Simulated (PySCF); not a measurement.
**Si2H4F2 (SMILES F[SiH2][SiH2]F) at 6 levels**

We compute a comparison of 6 runs (HF/def2-SVP, B3LYP/STO-3G, B3LYP/6-31G*, BLYP/pcseg-2, MP2/cc-pVDZ) of Si2H4F2. The job is set up through a Python script.

The results are computed with PySCF 2.14.0.

## (1) The molecule

Si2H4F2 has 8 atoms, charge 0, and is taken as a singlet. As SMILES, `F[SiH2][SiH2]F`. Geometry: relaxed at PBE0-D4/def2-TZVP. This is one conformer, not always the lowest.

Bond lengths: F1–Si2 1.605 Å, Si2–Si3 2.350 Å, Si3–F4 1.605 Å, Si2–H5 1.485 Å, Si2–H6 1.487 Å, Si3–H7 1.487 Å, Si3–H8 1.485 Å. Some angles: F1–Si2–Si3 110.4°, Si2–Si3–F4 110.4°, F1–Si2–H5 108.0°, F1–Si2–H6 108.1°, Si3–Si2–H5 111.7°, Si3–Si2–H6 109.2°, Si2–Si3–H7 109.2°, Si2–Si3–H8 111.7°, F4–Si3–H7 108.1°, F4–Si3–H8 108.0°.

## (2) Energy and gradient at HF/def2-SVP (run 1)

Input file run.py:

```python
from pyscf import gto, scf

mol = gto.Mole()
mol.atom = '''
F     -1.934800     1.205800    -0.274500
Si    -0.357800     1.128100     0.012400
Si     0.358600    -1.109600     0.044100
F      0.281000    -1.742000    -1.428800
H      0.340100     1.914200    -1.037000
H     -0.099800     1.743700     1.341600
H      1.774800    -1.164000     0.495400
H     -0.477100    -1.941900     0.946800
'''
mol.verbose = 4
mol.basis = 'def2-svp'
mol.max_memory = 1860
mol.build()

myscf = scf.RHF(mol)
myscf.conv_tol = 1e-10
myscf.kernel()
if not myscf.converged:
    myscf = myscf.newton().run(myscf.mo_coeff, myscf.mo_occ)

e_tot = myscf.e_tot
print(f'total energy: {e_tot:.8f} hartree')
grad = myscf.nuc_grad_method().kernel()
myscf.analyze()
```

Command:

```
OMP_NUM_THREADS=1 python run.py
```

Output:

```text
PySCF version 2.14.0

[... 87 lines left out ...]
MO #4   energy= -26.2810895506154  occ= 2
[... 15 lines left out ...]
MO #20  energy= -0.66776108835429  occ= 2
[... 15 lines left out ...]
MO #36  energy= 0.444457342019032  occ= 0
[... 15 lines left out ...]
MO #52  energy= 1.12300113180922   occ= 0
[... 15 lines left out ...]
MO #68  energy= 1.94329558006088   occ= 0
[... 15 lines left out ...]
MO #84  energy= 3.94687775934225   occ= 0
[... 95 lines left out ...]
Dipole moment(X, Y, Z, Debye):  1.48737,  0.49882,  1.58243
```

It took 12 s on 1 thread of Intel Xeon at 2.50GHz (Skylake/Cascade Lake), shared host; peak memory 0.17 GiB.

## (3) Energy and forces at B3LYP/STO-3G (run 2)

Input file calc.py:

```python
from pyscf import gto, dft

mol = gto.M(
    atom='''
F     -3.656242     2.278632    -0.518730
Si    -0.676144     2.131800     0.023433
Si     0.677656    -2.096840     0.083337
F      0.531013    -3.291903    -2.700041
H      0.642696     3.617314    -1.959646
H     -0.188595     3.295115     2.535257
H      3.353886    -2.199641     0.936170
H     -0.901588    -3.669659     1.789193
''',
    unit='bohr',
    verbose=3,
    max_memory=1860,
    charge=0,
    basis='sto-3g',
    spin=0,
)

calc0 = dft.RKS(mol)
calc0.xc = 'b3lyp'
calc0.grids.level = 5
calc0.conv_tol = 1e-10
calc0.kernel()
if not calc0.converged:
    calc0 = calc0.newton().run(calc0.mo_coeff, calc0.mo_occ)

energy = calc0.e_tot
print(f'total energy: {energy:.8f} hartree')
grad = calc0.nuc_grad_method().kernel()
dip = calc0.dip_moment()
pop, q = calc0.mulliken_pop()
```

Command:

```
OMP_NUM_THREADS=1 python calc.py
```

Output:

```text
converged SCF energy = -771.472871918349
total energy: -771.47287192 hartree
--------------- RKS gradients ---------------
         x                y                z
0 F     0.0364146633    -0.0039772784     0.0066452143
1 Si    -0.0434845704     0.0077729838    -0.0120288585
2 Si    -0.0043824295    -0.0238180320    -0.0388055261
3 F     0.0011597015     0.0165701253     0.0332878749
4 H     0.0046537143     0.0065442061    -0.0113680091
5 H     0.0006184425     0.0036977453     0.0140267021
6 H     0.0143319291     0.0013130139     0.0018718435
7 H    -0.0093055317    -0.0080911153     0.0063729840
----------------------------------------------
Dipole moment(X, Y, Z, Debye):  0.48959,  0.16432,  0.52107
 ** Mulliken pop  **
pop of  0 F 1s            1.99910
pop of  0 F 2s            1.96358
pop of  0 F 2px           1.46288
pop of  0 F 2py           1.91232
pop of  0 F 2pz           1.90746
pop of  1 Si 1s           1.99958
pop of  1 Si 2s           1.98441
pop of  1 Si 3s           1.28669
pop of  1 Si 2px          1.95776
pop of  1 Si 2py          1.96077
pop of  1 Si 2pz          1.95924
pop of  1 Si 3px          0.60199
pop of  1 Si 3py          0.89412
pop of  1 Si 3pz          0.82766
pop of  2 Si 1s           1.99958
pop of  2 Si 2s           1.98441
pop of  2 Si 3s           1.28668
pop of  2 Si 2px          1.95953
pop of  2 Si 2py          1.96044
pop of  2 Si 2pz          1.95781
pop of  2 Si 3px          0.84192
pop of  2 Si 3py          0.85644
pop of  2 Si 3pz          0.62541
pop of  3 F 1s            1.99910
pop of  3 F 2s            1.96358
pop of  3 F 2px           1.92000
pop of  3 F 2py           1.83701
pop of  3 F 2pz           1.52564
pop of  4 H 1s            1.13986
pop of  5 H 1s            1.14260
pop of  6 H 1s            1.14261
pop of  7 H 1s            1.13986
 ** Mulliken atomic charges  **
charge of    0F =     -0.24533
charge of    1Si =      0.52780
charge of    2Si =      0.52778
charge of    3F =     -0.24533
charge of    4H =     -0.13986
charge of    5H =     -0.14260
charge of    6H =     -0.14261
charge of    7H =     -0.13986
```

Run time: 21 s. Hardware: 1 thread of Intel Xeon at 2.50GHz (Skylake/Cascade Lake), shared host; peak memory 0.38 GiB.

Runs 3 to 5 aren't shown in full; the table further down has their settings and results.

## (4) Energy and forces at MP2/cc-pVDZ (run 6)

Input file calc.py:

```python
from pyscf import gto, mp

mol = gto.M(
    atom='''
F     -3.656242     2.278632    -0.518730
Si    -0.676144     2.131800     0.023433
Si     0.677656    -2.096840     0.083337
F      0.531013    -3.291903    -2.700041
H      0.642696     3.617314    -1.959646
H     -0.188595     3.295115     2.535257
H      3.353886    -2.199641     0.936170
H     -0.901588    -3.669659     1.789193
''',
    verbose=4,
    basis='cc-pvdz',
    unit='bohr',
    max_memory=1860,
)

mf = mol.RHF()
mf.conv_tol = 1e-10
mf.kernel()
if not mf.converged:
    mf = mf.newton().run(mf.mo_coeff, mf.mo_occ)

pt = mp.MP2(mf, frozen=12).run()
e_tot = pt.e_tot
print('E = %.10f Eh' % e_tot)
grad = pt.nuc_grad_method().kernel()
mf.analyze()
```

Command:

```
OMP_NUM_THREADS=1 python calc.py
```

Output:

```text
PySCF version 2.14.0

[... 92 lines left out ...]
MO #4   energy= -26.291144430277   occ= 2
[... 15 lines left out ...]
MO #20  energy= -0.662975813252654 occ= 2
[... 15 lines left out ...]
MO #36  energy= 0.421660748803396  occ= 0
[... 15 lines left out ...]
MO #52  energy= 1.09050575988788   occ= 0
[... 15 lines left out ...]
MO #68  energy= 1.86381546125726   occ= 0
[... 15 lines left out ...]
MO #84  energy= 4.28526744202801   occ= 0
[... 95 lines left out ...]
Dipole moment(X, Y, Z, Debye):  1.51493,  0.50805,  1.61172
```

It took 27 s on 1 thread of Intel Xeon at 2.50GHz (Skylake/Cascade Lake), shared host; peak memory 0.49 GiB.

## (5) All runs side by side

| run | level | integration grid | Cartesian functions | energy (Eh) | dipole moment (D) of the reference | HOMO energy (eV) | LUMO energy (eV) | wall time |
| --- | --- | --- | --- | --- | --- | --- | --- | --- |
| 1 | HF/def2-SVP | – | no | -778.826349 | 2.23 | -11.48 | 2.76 | 12 s |
| 2 | B3LYP/STO-3G | 5 | no | -771.472872 | 0.73 | -3.97 | 5.67 | 21 s |
| 3 | B3LYP/6-31G* (spherical functions) | 5 | no | -781.167531 | 1.80 | -8.02 | -0.73 | 41 s |
| 4 | B3LYP/6-31G* (Cartesian functions) | 5 | yes | -781.173328 | 1.81 | -8.02 | -0.77 | 40 s |
| 5 | BLYP/pcseg-2 | 5 | no | -781.287722 | 1.81 | -7.15 | -1.74 | 5 min |
| 6 | MP2/cc-pVDZ | – | no | -779.737311 | 2.27 | -11.42 | 2.70 | 27 s |

## (6) Summary of results

| quantity | value |
| --- | --- |
| run 6: total energy | -779.73731 Eh |
| run 6: dipole moment (Hartree–Fock density) | 2.27 D |
| run 6: HOMO energy (Hartree–Fock orbitals) | -11.42 eV |
| run 6: LUMO energy (Hartree–Fock orbitals) | 2.70 eV |
| run 6: HOMO–LUMO gap (Hartree–Fock orbitals) | 14.12 eV |
| run 6: correlation energy (12 core orbitals frozen) | -566.5 mEh |
| run 6: largest force on an atom | 1.975 eV/Å |

In words: Over runs 1, 2, 3, 4, 5 the dipole moment (its size) runs from 0.73 D (B3LYP/STO-3G) to 2.23 D (HF/def2-SVP). The two ends differ in method and basis. Over runs 1, 2, 3, 4, 5 the HOMO–LUMO gap runs from 5.41 eV (BLYP/pcseg-2) to 14.25 eV (HF/def2-SVP). Totals of different functionals can't be ranked against each other. In run 2 the basis is minimal, so the values are rough. All runs together took 7.4 min, the longest 5 min.
